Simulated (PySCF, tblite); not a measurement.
# C₄H₂FOS radical: geometry, infrared bands and EPR parameters

Aim: predict the infrared bands and EPR parameters of C₄H₂FOS radical (`Fc1cocc1[S]`).

Programs: tblite 0.8.0 and PySCF 2.14.0, with density-fitted response routines of our own. Each step states its level of theory. These are calculated values for one molecule in the gas phase, unless marked as measured. Atoms count from 0, in the outputs and in this text.

**1. The molecule as given**

9 atoms, charge 0, multiplicity 2; geometry from: force field or distance geometry start.

Bonds of the start (Å): F0–C1 1.34, C1–C2 1.38, C2–O3 1.30, O3–C4 1.31, C4–C5 1.38, C5–S6 1.80, C5–C1 1.40, C2–H7 1.09, C4–H8 1.09.

**2. Relaxing the molecule with GFN2-xTB**

What the job is given:

```
{"job": {"kind": "relax", "xc": "GFN2-xTB", "basis": "xTB"}, "charge": 0, "multiplicity": 2}
F     -0.306600     2.246900     0.271200
C     -0.252300     0.923900     0.100100
C     -1.312000     0.050700     0.004700
O     -0.846500    -1.154900    -0.154400
C      0.465700    -1.168000    -0.135400
C      0.897400     0.132800     0.014400
S      2.605200     0.691000     0.085500
H     -2.372800     0.301900     0.032400
H      1.135500    -2.018400    -0.243500
```

Started as:

```bash
$ OMP_NUM_THREADS=1 python probes_run.py task.json out
```

The driver reads the jobs from task.json and runs them one after another.

The log of the run:

```text
step      E/eV     max force
  0    -586.70586    2.764
  1    -586.90168    0.718
  2    -586.92480    0.536
  3    -586.93975    0.367
  4    -586.94746    0.328
  5    -586.95476    0.274
  6    -586.95872    0.172
  7    -586.96125    0.162
  8    -586.96223    0.098
  9    -586.96261    0.047
 10    -586.96274    0.031
 11    -586.96278    0.021
 12    -586.96281    0.018
 13    -586.96283    0.020
 14    -586.96287    0.024
 15    -586.96290    0.018
 16    -586.96292    0.008
```

Run time: 0.09 s. Hardware: 1 thread of Arm Neoverse V1, shared host.

The steps of the relaxation:

```
step  energy from step 0 (eV)  largest force (eV/Å)
   0                   0.0000                2.7635
   1                  -0.1958                0.7183
   2                  -0.2189                0.5364
   3                  -0.2339                0.3671
   4                  -0.2416                0.3275
   5                  -0.2489                0.2740
   6                  -0.2529                0.1722
   7                  -0.2554                0.1620
   8                  -0.2564                0.0984
   9                  -0.2568                0.0469
  10                  -0.2569                0.0310
  11                  -0.2569                0.0211
  12                  -0.2569                0.0182
  13                  -0.2570                0.0199
  14                  -0.2570                0.0239
  15                  -0.2570                0.0181
  16                  -0.2571                0.0085
```

Distances of close pairs at the start and the end, largest changes first:

```
 bond  before (Å)  after (Å)  change (Å)
C5–S6       1.798      1.707      -0.091
C2–O3       1.302      1.347      +0.045
C1–C5       1.398      1.433      +0.035
O3–C4       1.312      1.333      +0.020
C2–H7       1.090      1.071      -0.020
C1–C2       1.376      1.359      -0.017
C4–H8       1.088      1.071      -0.016
F0–C1       1.335      1.328      -0.007
```

The next job starts from the end point, and lists it.

**3. Infrared spectrum with GFN2-xTB**

What the job is given:

```
{"job": {"kind": "ir", "xc": "GFN2-xTB", "basis": "xTB"}, "charge": 0, "multiplicity": 2}
F     -0.313699     2.256546     0.269701
C     -0.246627     0.939638     0.109930
C     -1.295179     0.081385     0.004312
O     -0.836295    -1.176400    -0.146876
C      0.495780    -1.133869    -0.138764
C      0.953146     0.160572     0.018591
S      2.573424     0.692525     0.085947
H     -2.354366     0.237386     0.021221
H      1.037377    -2.051788    -0.249243
```

The log of the run:

```text
mode    cm-1     km/mol
  1     181.0      0.08
  2     197.0      0.04
  3     326.2      6.59
  4     399.0     10.25
  5     511.9      4.32
  6     571.6      1.69
  7     611.1      4.58
  8     673.3     10.63
  9     725.0      4.66
 10     749.6     29.00
 11     843.0     16.45
 12    1044.5     44.79
 13    1082.7     10.89
 14    1123.5     13.25
 15    1207.7     16.47
 16    1237.0     95.77
 17    1323.9     53.68
 18    1421.8    138.63
 19    1595.7     73.15
 20    3179.8      5.01
 21    3187.5      4.04
```

Wall time 0.23 s (1 thread of Arm Neoverse V1, shared host).

Which atoms move in the most intense modes:

```
cm⁻¹  km/mol                               atoms
 750    29.0                    H7 73 %, C2 14 %
 843    16.4           O3 30 %, C4 21 %, C2 16 %
1044    44.8  H7 34 %, H8 25 %, C2 16 %, C4 16 %
1208    16.5           O3 47 %, C2 26 %, C4 17 %
1237    95.8  O3 23 %, C4 19 %, C2 13 %, H7 12 %
1324    53.7           C1 47 %, C5 30 %, C2 12 %
1422   138.6                    C4 44 %, C5 36 %
1596    73.2                    C1 57 %, C2 31 %
```

**4. EPR parameters: B3LYP/pcH-1**

The job, as its differences from that of step 3:

```diff
@@ -1,2 +1,2 @@
-{"job": {"kind": "ir", "xc": "GFN2-xTB", "basis": "xTB"}, "charge": 0, "multiplicity": 2}
+{"job": {"kind": "epr", "basis": "pcH-1"}, "charge": 0, "multiplicity": 2}
 F     -0.313699     2.256546     0.269701
```

Method: UKS B3LYP, pcH-1 on C F H O S, non-relativistic, mean-field spin-orbit, GIAO.

The log of the run:

```text
UKS, coarse grid
  cycle   1  E = -726.73301577  |g| = 4.60e-01
  cycle   2  E = -726.55448170  |g| = 8.05e-01
  cycle   3  E = -726.82750412  |g| = 8.18e-02
  cycle   4  E = -726.82932250  |g| = 6.58e-02
  cycle   5  E = -726.83152619  |g| = 1.75e-02
  cycle   6  E = -726.83172867  |g| = 1.15e-02
  cycle   7  E = -726.83182076  |g| = 5.21e-03
  cycle   8  E = -726.83184753  |g| = 2.75e-03
  cycle   9  E = -726.83185698  |g| = 1.16e-03
  cycle  10  E = -726.83185751  |g| = 6.27e-04
UKS, final grid
  cycle   1  E = -726.83186438  |g| = 8.14e-04
  cycle   2  E = -726.83186392  |g| = 1.34e-03
  cycle   3  E = -726.83186479  |g| = 1.51e-04
  cycle   4  E = -726.83186482  |g| = 9.98e-05
  cycle   5  E = -726.83186484  |g| = 6.47e-05
  cycle   6  E = -726.83186484  |g| = 1.99e-05
E = -726.83186484 Eh   <S^2> = 0.7617 (exact 0.7500)
g shifts (ppm)      1          2          3
  rmc          -219       -219       -219
  gc             -9         48         49
  oz_so         -27      10482     114847
  total        -255      10312     114677
hyperfine (MHz)  atom isotope    a_iso     a_fc   dipolar eigenvalues
    0   19F       3.49       3.49     -9.72     -5.16     14.88
    1   13C       2.30       2.30     -2.97     -2.02      4.98
    2   13C      -2.64      -2.64     -3.25      1.07      2.18
    3   17O      -3.89      -3.89    -15.02      7.29      7.73
    4   13C      24.14      24.14    -26.83    -25.63     52.46
    5   13C     -23.67     -23.67     -3.05     -0.23      3.28
    6   33S      15.44      15.44    -69.74    -69.16    138.90
    7    1H       0.01       0.01     -1.34     -0.75      2.09
    8    1H     -22.19     -22.19    -10.59     -2.11     12.70
```

Wall time 38 s (1 thread of Arm Neoverse V1, shared host); peak memory 0.69 GiB.

Principal g values 2.00206, 2.01263, 2.11700; g(iso) = 2.04390, against 2.00232 for a free electron. They are not to be trusted: the run shows a large g shift, which the driver flags as unsure.

Hyperfine couplings, nucleus by nucleus at this fixed geometry (no averaging over rotations):

```
nuclei  isotope  a(iso) (MHz)  a(iso) (G, at g = 2.0023)  largest dipolar term (MHz)
    C4      13C          24.1                        8.6                        52.5
    C5      13C         -23.7                       -8.4                         3.3
    H8       1H         -22.2                       -7.9                        12.7
    S6      33S          15.4                        5.5                       138.9
    O3      17O          -3.9                       -1.4                       -15.0
    F0      19F           3.5                        1.2                        14.9
    C2      13C          -2.6                       -0.9                        -3.3
    C1      13C           2.3                        0.8                         5.0
    H7       1H           0.0                        0.0                         2.1
```

Mulliken spin populations:

```
atom  value (e)
  F0       0.00
  C1       0.03
  C2      -0.02
  O3       0.03
  C4       0.30
  C5      -0.08
  S6       0.76
  H7       0.00
  H8      -0.01
```

The fields below are evaluated on a grid from the run's orbitals.

ELF in a plane through or near 9 of the atoms.

Ten even steps from ' ' (0.00) to '@' (1.00):
```
                                                        
                                                        
            ..--====--..                                
          ..++**%%%%##==    ..::--::..                  
        ::==##%%@@@@%%**    ++######++--                
      ::++####++**%%%%++    ++%%::++%%##--              
    ::==%%%%::####::**==    --****##%%**::              
    ==**@@@@++----::%%**++**==--**++::..                
    ==**%%@@@@%%####++--==@@--====**::                  
    ::++##%%##++--====::--++==++@@##==++##%%**::        
      ..----..    ::%%@@##--..--..++++@@@@@@@@##        
                ::==----::====**--::##@@@@@@@@%%        
            ==%%@@@@##::++%%--::##==--##@@@@%%==        
            %%@@@@@@@@##--**++**%%==    --++::          
            ##@@@@@@@@--..==%%@@%%++                    
              --####..    ..==++==::                    
                              ..                        
                                                        
                                                        
                                                        
```
The map spans 9.8 Å across and 9.3 Å up, centred on the molecule. Atoms in the plane (x, y in Å): F0 (1.1, 2.0), C1 (0.6, 0.8), C2 (1.2, -0.4), O3 (0.4, -1.4), C4 (-0.9, -0.9), C5 (-0.8, 0.5), S6 (-2.2, 1.5), H7 (2.3, -0.6), H8 (-1.7, -1.6).

On the surface of density 0.002 e/bohr³ the electrostatic potential runs, from the 1st to the 99th percentile, from -1.02 V near S6 to 1.63 V near H8.

The spin density lies nearest to S6 63 %; C4 20 %.

**5. Results**

| quantity | value |
| --- | --- |
| strongest single infrared mode (GFN2-xTB) | 1422 cm⁻¹, 139 km/mol |
| zero-point energy (GFN2-xTB) | 31.7 kcal/mol |
| g(iso) (B3LYP) | 2.04390 |
| ⟨S²⟩ | 0.762 (exact 0.75) |
| largest a(iso) | 13C on C4, 24.1 MHz |
| surface potential, 1st and 99th percentile | -1.02 V and 1.63 V |
| property runs in this session | 1, of which 0 failed and 1 gave unsound results |

**Reading.** Over 16 steps the energy fell by 0.257 eV; of the close pairs, C5–S6 changed most, 1.798 to 1.707 Å. No mode is imaginary among the 21: a minimum at this level. The strongest single mode, at 1422 cm⁻¹, moves mainly C4 and C5. GFN2-xTB is a fitted tight-binding method: band positions and strengths are rough. Its intensities can rank the bands wrongly. S6 carries the largest spin population, 0.76 e. The isotropic g lies 41.6 ppt above the free-electron value. These values are not to be trusted: the run shows a large g shift, which the driver flags as unsure.
